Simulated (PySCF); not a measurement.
# One shape, several levels: singlet SiH2O2F−

Wanted: a comparison of 6 runs (M06-2X/aug-cc-pVDZ, PBE/aug-cc-pVDZ, TPSS/aug-cc-pVDZ, r2SCAN/aug-cc-pVDZ, revPBE/aug-cc-pVDZ, wB97X/aug-cc-pVDZ) of singlet SiH2O2F−. Input form: a Python script.

Program for the calculation: PySCF 2.14.0.

2 further runs of the same task are left out: 2 set aside as unsound or not needed.

### 1 The system as given

SiH2O2F− has 6 atoms, charge -1, and is taken as a singlet. As SMILES of the parent species, `O[Si](O)F`. Geometry: relaxed at PBE0-D4/def2-TZVP. This is one conformer, not always the lowest. That shape belongs to the parent species and isn't relaxed for this state.

Bond lengths: O1–Si2 1.630 Å, Si2–O3 1.639 Å, Si2–F4 1.594 Å, O1–H5 0.959 Å, O3–H6 0.959 Å. Angles: O1–Si2–O3 107.8°, O1–Si2–F4 105.4°, O3–Si2–F4 111.3°, Si2–O1–H5 117.1°, Si2–O3–H6 117.8°.

### 2 The energy at M06-2X/aug-cc-pVDZ (run 1)

Contents of geometry.xyz:

```xyz
6

O     -0.887300     1.032000    -0.626300
Si     0.382900     0.026200    -0.446500
O      0.346300    -0.560700     1.083400
F      0.159400    -1.133900    -1.516300
H     -1.051600     1.658800     0.081100
H      1.092300    -1.086600     1.378500
```

Contents of input.py:

```python
from pyscf import gto, dft

mol = gto.M(
    atom='geometry.xyz',
    charge=-1,
    basis='aug-cc-pvdz',
    verbose=3,
    max_memory=1860,
)

mf = dft.RKS(mol, xc='m06-2x')
mf.conv_tol = 1e-10
mf.grids.level = 5
mf.kernel()
if not mf.converged:
    mf = mf.newton().run(mf.mo_coeff, mf.mo_occ)

etot = mf.e_tot
print('E = %.10f Eh' % etot)
```

Launch:

```sh
OMP_NUM_THREADS=1 python input.py
```

What it wrote:

```text
converged SCF energy = -541.043970410916
E = -541.0439704109 Eh
```

It took 42 s on 1 thread of Intel Xeon at 2.70GHz, shared host; peak memory 0.67 GiB.

### 3 The energy at PBE/aug-cc-pVDZ (run 2)

Contents of run.py:

```python
from pyscf import gto, dft

mol = gto.M(
    atom='''
O     -0.887300     1.032000    -0.626300
Si     0.382900     0.026200    -0.446500
O      0.346300    -0.560700     1.083400
F      0.159400    -1.133900    -1.516300
H     -1.051600     1.658800     0.081100
H      1.092300    -1.086600     1.378500
''',
    verbose=3,
    charge=-1,
    max_memory=1860,
    basis='aug-cc-pvdz',
)

mf = dft.RKS(mol, xc='pbe')
mf.grids.level = 5
mf.conv_tol = 1e-10
mf.kernel()
if not mf.converged:
    mf = mf.newton().run(mf.mo_coeff, mf.mo_occ)

etot = mf.e_tot
print(f'total energy: {etot:.8f} hartree')
```

Launch:

```sh
OMP_NUM_THREADS=1 python run.py
```

What it wrote:

```text
converged SCF energy = -540.751920947824
total energy: -540.75192095 hartree
```

Run time: 28 s. Hardware: 1 thread of Intel Xeon at 2.70GHz, shared host; peak memory 0.61 GiB.

Runs 3 to 5 aren't shown in full; the table further down has their settings and results.

### 4 A single-point energy at wB97X/aug-cc-pVDZ (run 6)

Contents of input.py:

```python
from pyscf import gto, dft

mol = gto.Mole()
mol.atom = '''
O     -1.676754     1.950197    -1.183535
Si     0.723576     0.049511    -0.843763
O      0.654412    -1.059569     2.047329
F      0.301222    -2.142760    -2.865392
H     -1.987236     3.134678     0.153257
H      2.064148    -2.053376     2.604987
'''
mol.charge = -1
mol.verbose = 3
mol.basis = 'aug-cc-pvdz'
mol.max_memory = 1860
mol.spin = 0
mol.unit = 'bohr'
mol.build()

ks = dft.RKS(mol)
ks.xc = 'wb97x'
ks.grids.level = 5
ks.conv_tol = 1e-10
ks.kernel()
if not ks.converged:
    ks = ks.newton().run(ks.mo_coeff, ks.mo_occ)

energy = ks.e_tot
print('Final energy', energy)
```

Launch:

```sh
OMP_NUM_THREADS=1 python input.py
```

What it wrote:

```text
converged SCF energy = -541.081476090767
Final energy -541.0814760907672
```

It took 50 s on 1 thread of Intel Xeon at 2.70GHz, shared host; peak memory 0.61 GiB.

### 5 Overview of the runs

```tsv
run	level	energy (Eh)	HOMO energy (eV)	LUMO energy (eV)	HOMO–LUMO gap (eV)	wall time
1	M06-2X/aug-cc-pVDZ	-541.043970	-0.01	3.51	3.52	42 s
2	PBE/aug-cc-pVDZ	-540.751921	1.26	2.68	1.42	28 s
3	TPSS/aug-cc-pVDZ	-541.186874	1.36	2.83	1.47	46 s
4	r2SCAN/aug-cc-pVDZ	-541.008919	1.33	2.97	1.64	49 s
5	revPBE/aug-cc-pVDZ	-541.002077	1.33	2.71	1.38	29 s
6	wB97X/aug-cc-pVDZ	-541.081476	-1.25	4.28	5.53	50 s
```

### 6 Outcome

```
                                                    quantity          value
                                         run 6: total energy  -541.08148 Eh
                                          run 6: HOMO energy       -1.25 eV
                                          run 6: LUMO energy        4.28 eV
run 6: HOMO–LUMO gap (to an unbound level, set by the basis)        5.53 eV
```

The HOMO–LUMO gap runs from 1.38 eV (revPBE/aug-cc-pVDZ) to 5.53 eV (wB97X/aug-cc-pVDZ). The empty levels of an anion lie above zero and hang on the basis. Totals of different functionals can't be ranked against each other. In runs 2, 3, 4, 5 the HOMO lies above zero, so the outermost electron may be held by the basis alone. All runs together took 4.1 min, the longest 50 s.
